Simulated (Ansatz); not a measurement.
Predict the output of the script below (Ansatz 0.2.0 through its Python package).

The script reads `POSCAR_sbten`:
```text
SbTeN
1.0
   3.95744900    0.00000000    0.00000000
   0.00000000    3.95744900    0.00000000
   0.00000000    0.00000000    9.76846100
Sb Te N
2 2 2
Direct
   0.50000000    0.00000000    0.10460100
   0.00000000    0.50000000    0.89539900
   0.50000000    0.00000000    0.55122400
   0.00000000    0.50000000    0.44877600
   0.50000000    0.50000000    0.00000000
   0.00000000    0.00000000    0.00000000
```

Script `pdos_sbten.py`:
```python
"""Projected density of states of SbTeN."""

import warnings

import ansatz
from ase.io import read
import numpy as np


def main() -> None:
    warnings.simplefilter("ignore", ansatz.DeckWarning)

    atoms = read("POSCAR_sbten", format="vasp")
    structure = ansatz.Crystal.from_ase(atoms)

    base = (
        structure.calculation()
        .kpoints(length=17)  # the mesh must be finer for metals
        .occupations("fixed")  # whole-number filling, right only where there is a gap
        .functional("PBE")
        .scf(extra_bands=18)
        .density_of_states(projected=True, energy_step=0.05)  # states per eV and cell
    )
    out = base.run(threads=1)
    rep = out.report

    dos = out.density_of_states()
    energy = np.asarray(dos.energies_ev) - dos.fermi_ev
    curves = {}
    for site in out.projected_density_of_states().sites:
        for shell in site.shells:
            weight = sum(np.sum(curve.g_bin_mean_per_ev, axis=0) for curve in shell.curves)
            name = f"{site.species} {shell.label}"
            curves[name] = curves.get(name, 0) + weight

    print("E-EF   " + " ".join(f"{name:>8s}" for name in curves))
    for e in np.arange(-6, 6 + 0.1, 1.0):
        print(f"{e:5.1f}  " + " ".join(f"{np.interp(e, energy, g):8.3f}" for g in curves.values()))


if __name__ == "__main__":
    main()
```

```console
$ python pdos_sbten.py
E-EF      Sb 5S    Sb 5P    Sb 4D    Te 5S    Te 5P    Te 4D     N 2S     N 2P
 -6.0     0.317    0.160    0.001    0.014    0.523    0.000    0.105    0.273
 -5.0     0.011    0.302    0.003    0.073    0.837    0.000    0.034    0.537
 -4.0     0.024    0.400    0.003    0.015    0.849    0.000    0.038    0.845
 -3.0     0.088    0.811    0.004    0.166    1.842    0.001    0.036    1.457
 -2.0     0.194    0.810    0.006    0.050    1.131    0.001    0.078    1.849
 -1.0     0.182    0.633    0.007    0.034    0.431    0.000    0.016    2.179
  0.0     0.004    0.006    0.000    0.000    0.002    0.000    0.000    0.014
  1.0     0.039    0.124    0.000    0.129    2.916    0.001    0.017    0.092
  2.0     0.092    0.863    0.000    0.010    0.694    0.000    0.077    0.116
  3.0     0.194    2.201    0.002    0.004    0.110    0.000    0.316    0.794
  4.0     0.193    2.247    0.002    0.001    0.088    0.000    0.168    1.053
  5.0     0.316    3.752    0.003    0.009    0.201    0.000    0.100    1.897
  6.0     0.059    1.256    0.002    0.004    0.060    0.000    0.021    0.580
```

What to keep in mind:
- The Fermi level of a run with fixed occupations marks the highest occupied state on its mesh, not mid-gap.
- The crystal has a gap of about 0.18 eV on the mesh; bins of finite width blur the band edges.
- The structure comes from a database of computed cells and needn't be a stable or known phase.
- Curves are summed over the cell's atoms. Only shells that the potentials hold have channels, so projections don't add up to the total, least of all where a shell is missing (p of most metals); heights and places of peaks move with the mesh.
- The density of states is complete only as far up as bands were computed.
- The whole script took 8.5 s on 1 thread of Arm Neoverse V1, with other jobs on the host, peak memory 0.51 GiB.

(Lines on the test bed's own set-up are left out of the output.)
